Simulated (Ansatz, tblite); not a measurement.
# SiEt(NHMe)3 (C5H17N3Si): rung by rung

How do method and basis change the picture of SiEt(NHMe)3 (C5H17N3Si) (singlet)?

Method: as each input shows; program: Ansatz 0.2.0, Gaussian basis.

Levels to be run: GFN1-xTB, GFN2-xTB, PBE-D4/def2-TZVP, r2SCAN-D4/def2-TZVP, B97M-V/def2-TZVP, ωB97X-V/def2-TZVP, PBE-D4/def2-SVP, PBE0-D4/def2-SVP, HF/STO-3G, HF/6-31G, B3LYP-D4/6-31G, MP2/def2-SVP.

2 further runs of the same task are left out: 2 set aside as unsound or not needed. Runs told in other sessions of the task aren't counted.

## (1) The geometry

The geometry is that of the singlet, from an earlier relaxation (PBE-D4/def2-SVP).

26 atoms, charge 0, spin multiplicity 1.

Bond lengths: Si1–C2 1.896 Å, Si1–N9 1.745 Å, Si1–N15 1.752 Å, Si1–N21 1.749 Å, C2–C3 1.535 Å, C2–H4 1.112 Å, C2–H5 1.113 Å, C3–H6 1.110 Å, C3–H7 1.110 Å, C3–H8 1.110 Å, N9–C10 1.450 Å, N9–H11 1.022 Å, C10–H12 1.118 Å, C10–H13 1.110 Å, C10–H14 1.115 Å, N15–C16 1.449 Å, N15–H17 1.024 Å, C16–H18 1.118 Å and more. Angles: C2–Si1–N9 117.4°, C2–Si1–N15 107.9°, C2–Si1–N21 105.2°, N9–Si1–N15 101.2°, N9–Si1–N21 105.5°, N15–Si1–N21 120.3°, Si1–C2–C3 113.0°, Si1–C2–H4 107.0°, Si1–C2–H5 110.0°, C3–C2–H4 110.4°, C3–C2–H5 110.7°, H4–C2–H5 105.3°, C2–C3–H6 112.5°, C2–C3–H7 110.9°, C2–C3–H8 111.4°, H6–C3–H7 107.5°, H6–C3–H8 107.7°, H7–C3–H8 106.6° and more.

As a file:

```csv
atom,x (Å),y (Å),z (Å)
Si1,-0.0457,-0.0445,-0.0455
C2,-0.1813,-0.0452,1.8458
C3,0.5391,1.1419,2.4996
H4,0.2525,-1.0057,2.2020
H5,-1.2514,-0.0739,2.1517
H6,0.4977,1.1051,3.6082
H7,1.6093,1.1665,2.2055
H8,0.1004,2.1090,2.1781
N9,1.5546,0.0513,-0.7358
C10,2.5198,-1.0293,-0.7835
H11,1.9607,0.9859,-0.8170
H12,3.2960,-0.9817,0.0198
H13,1.9843,-1.9934,-0.6621
H14,3.0600,-1.0739,-1.7583
N15,-0.7616,1.4411,-0.6369
C16,-2.0114,2.0203,-0.1858
H17,-0.5363,1.6714,-1.6090
H18,-2.9214,1.6332,-0.7078
H19,-2.1561,1.8159,0.8954
H20,-2.0174,3.1279,-0.2981
N21,-0.6818,-1.5929,-0.5517
C22,-0.8634,-1.9980,-1.9324
H23,-1.2592,-2.1091,0.1153
H24,-1.8907,-1.8145,-2.3331
H25,-0.1588,-1.4299,-2.5754
H26,-0.6377,-3.0776,-2.0887
```

PBE0-D4/def2-TZVP was run before; its log isn't repeated, and its numbers join the tables.

## (2) GFN1-xTB

Tight binding, by tblite at 300 K electronic temperature and without a spin-polarisation term:

```python
tblite.interface.Calculator('GFN1-xTB', numbers, positions, charge=0, uhf=0).singlepoint()
```

Energy -850.6098 eV, HOMO -10.00 eV, LUMO -3.72 eV; 0.015 s.

## (3) GFN2-xTB

Tight binding, by tblite at 300 K electronic temperature and without a spin-polarisation term:

```python
tblite.interface.Calculator('GFN2-xTB', numbers, positions, charge=0, uhf=0).singlepoint()
```

Energy -813.5232 eV, HOMO -9.32 eV, LUMO -3.03 eV; 0.009 s.

## (4) PBE-D4/def2-TZVP

start.molden holds the orbitals of an earlier run on this state, given as this run's starting guess.

Contents of in.yaml:

```yaml
crystal:
  periodic: [false, false, false]
  atoms:
    - {symbol: Si, position_ang: [-0.045682, -0.044499, -0.045459]}
    - {symbol: C, position_ang: [-0.181336, -0.045198, 1.845770]}
    - {symbol: C, position_ang: [0.539119, 1.141916, 2.499580]}
    - {symbol: H, position_ang: [0.252524, -1.005664, 2.201964]}
    - {symbol: H, position_ang: [-1.251445, -0.073917, 2.151652]}
    - {symbol: H, position_ang: [0.497749, 1.105110, 3.608182]}
    - {symbol: H, position_ang: [1.609344, 1.166472, 2.205461]}
    - {symbol: H, position_ang: [0.100353, 2.108950, 2.178089]}
    - {symbol: N, position_ang: [1.554555, 0.051347, -0.735781]}
    - {symbol: C, position_ang: [2.519824, -1.029277, -0.783464]}
    - {symbol: H, position_ang: [1.960746, 0.985911, -0.817013]}
    - {symbol: H, position_ang: [3.295996, -0.981684, 0.019800]}
    - {symbol: H, position_ang: [1.984294, -1.993395, -0.662142]}
    - {symbol: H, position_ang: [3.059971, -1.073889, -1.758330]}
    - {symbol: N, position_ang: [-0.761637, 1.441086, -0.636937]}
    - {symbol: C, position_ang: [-2.011390, 2.020256, -0.185813]}
    - {symbol: H, position_ang: [-0.536323, 1.671424, -1.608971]}
    - {symbol: H, position_ang: [-2.921415, 1.633156, -0.707835]}
    - {symbol: H, position_ang: [-2.156075, 1.815905, 0.895423]}
    - {symbol: H, position_ang: [-2.017415, 3.127934, -0.298086]}
    - {symbol: N, position_ang: [-0.681847, -1.592880, -0.551712]}
    - {symbol: C, position_ang: [-0.863449, -1.997960, -1.932449]}
    - {symbol: H, position_ang: [-1.259230, -2.109106, 0.115306]}
    - {symbol: H, position_ang: [-1.890714, -1.814537, -2.333122]}
    - {symbol: H, position_ang: [-0.158807, -1.429916, -2.575404]}
    - {symbol: H, position_ang: [-0.637697, -3.077567, -2.088702]}
basis:
  gaussian: {orbitals: def2-TZVP, initial_orbitals: start.molden}
hamiltonian: {xc: pbe, dispersion: d4}
scf: {omitted_lower_state_checks: [starts]}
output: {forces: true, orbitals: {seedname: orbitals}}
```

Command:

```bash
$ ansatz run in.yaml --threads 4 --pin off --events-out ev --progress --plain --max-ram 6963MiB
```

The runs that follow: r2SCAN-D4/def2-TZVP; B97M-V/def2-TZVP; ωB97X-V/def2-TZVP; PBE-D4/def2-SVP; PBE0-D4/def2-SVP; HF/STO-3G; HF/6-31G; B3LYP-D4/6-31G; MP2/def2-SVP.

Q: Predict the results of all the runs planned. Wanted: gap in def2-TZVP, named functionals, smallest and largest; correlation energy, MP2/def2-SVP; binding an atom, functionals in def2-TZVP; PBE0 total energy, smallest basis above largest.

The runs gave:

| quantity | value |
| --- | --- |
| gap in def2-TZVP, named functionals, smallest and largest | 4.75 eV (PBE-D4), 11.13 eV (ωB97X-V) |
| correlation energy, MP2/def2-SVP | -36.17 eV |
| binding an atom, functionals in def2-TZVP | 3.93 (r2SCAN-D4) to 4.01 eV (PBE-D4) |
| PBE0 total energy, smallest basis above largest | 13.79 eV (def2-SVP, def2-TZVP) |

Over the named functionals in def2-TZVP the gap runs from 4.75 eV (PBE-D4) to 11.13 eV (ωB97X-V); exact exchange widens it.
